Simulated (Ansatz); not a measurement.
# Li7NbO6: the cost of one run

Computed with Ansatz 0.2.0 (DFT PBEsol, scalar-relativistic, plane waves, PAW, unless a step's input says otherwise).

### Step 1. The structure to begin with

Symmetry: R3, No. 146, trigonal system. The conventional cell has a = 5.610 Å, b = 5.610 Å, c = 14.774 Å, α = 90.00°, β = 90.00°, γ = 120.00°. Li (site symmetry 1) has 4 O at 1.90 to 2.03 Å in its first shell of neighbours. Li (site symmetry 1) has 4 O at 1.96 to 2.04 Å in its first shell of neighbours. Li (site symmetry 3) is surrounded by 6 O at 2.12 to 2.40 Å. Nb (site symmetry 3) has 6 O at 2.02 to 2.06 Å in its first shell of neighbours. O (site symmetry 1) is surrounded by 5 Li at 1.96 to 2.12 Å and 1 Nb at 2.06 Å. O (site symmetry 1) has 5 Li at 1.90 to 2.40 Å and 1 Nb at 2.02 Å in its first shell of neighbours.

Structure file:

```
Li Nb O
1.0
     2.80517    1.61956    4.92475
    -2.80517    1.61956    4.92475
     0.00000   -3.23913    4.92475
Li Nb O
7 1 6
Cartesian
  -0.6511 1.5734 6.6125
  -1.9521 0.3053 8.1572
  1.2405 1.5379 8.1572
  0.0000 0.0000 9.6716
  -1.0370 -1.3505 6.6125
  1.6881 -0.2228 6.6125
  0.7116 -1.8432 8.1572
  0.0000 0.0000 0.0031
  -0.6870 1.7200 8.6399
  -2.0302 0.1870 6.1197
  1.1770 1.6647 6.1197
  -1.1460 -1.4549 8.6399
  1.8330 -0.2650 8.6399
  0.8531 -1.8517 6.1197
```

Source of the structure: the Materials Project (structure only).

(A quick probe on a coarse mesh, which set the mesh and smearing, is not shown.)

### Step 3. Relaxing cell and atoms

input.yaml

```yaml
crystal:
  lattice:
    - [2.8051687724, 1.6195649459, 4.9247496334]
    - [-2.8051687724, 1.6195649459, 4.9247496334]
    - [0.0, -3.2391298917, 4.9247496334]
  atoms:
    - { symbol: Li, position: [0.49343, 0.725532, 0.123747] }
    - { symbol: Li, position: [0.235601, 0.931483, 0.489276] }
    - { symbol: Li, position: [0.931483, 0.489276, 0.235601] }
    - { symbol: Li, position: [0.654626, 0.654626, 0.654626] }
    - { symbol: Li, position: [0.123747, 0.49343, 0.725532] }
    - { symbol: Li, position: [0.725532, 0.123747, 0.49343] }
    - { symbol: Li, position: [0.489276, 0.235601, 0.931483] }
    - { symbol: Nb, position: [0.000212, 0.000212, 0.000212] }
    - { symbol: O, position: [0.639337, 0.884243, 0.230797] }
    - { symbol: O, position: [0.071598, 0.795317, 0.375719] }
    - { symbol: O, position: [0.795317, 0.375719, 0.071598] }
    - { symbol: O, position: [0.230797, 0.639337, 0.884243] }
    - { symbol: O, position: [0.884243, 0.230797, 0.639337] }
    - { symbol: O, position: [0.375719, 0.071598, 0.795317] }
basis:
  ecutwfc: 420
kpoints:
  mp_grid: { grid: [6, 6, 6] }
hamiltonian:
  xc: pbesol
scf:
  occupations: { method: gaussian, width: 0.02 }
output:
  forces: true
  stress: true
  eigenvalues: true
relax:
  adjacent_minimum: "off"
  f_tol: 0.005
  max_steps: 80
  cell: { stress_tol: 0.05 }
```

The run is started by

```bash
> ansatz run input.yaml --threads 4 --pin off --max-ram 10240MiB --backend cpu --events-out ev --progress --plain --runs-dir out
```

What time and memory should one allow on 4 threads of AMD EPYC 7R43 (Zen 3), shared host?

About 2 min, with a peak of 0.64 GiB.
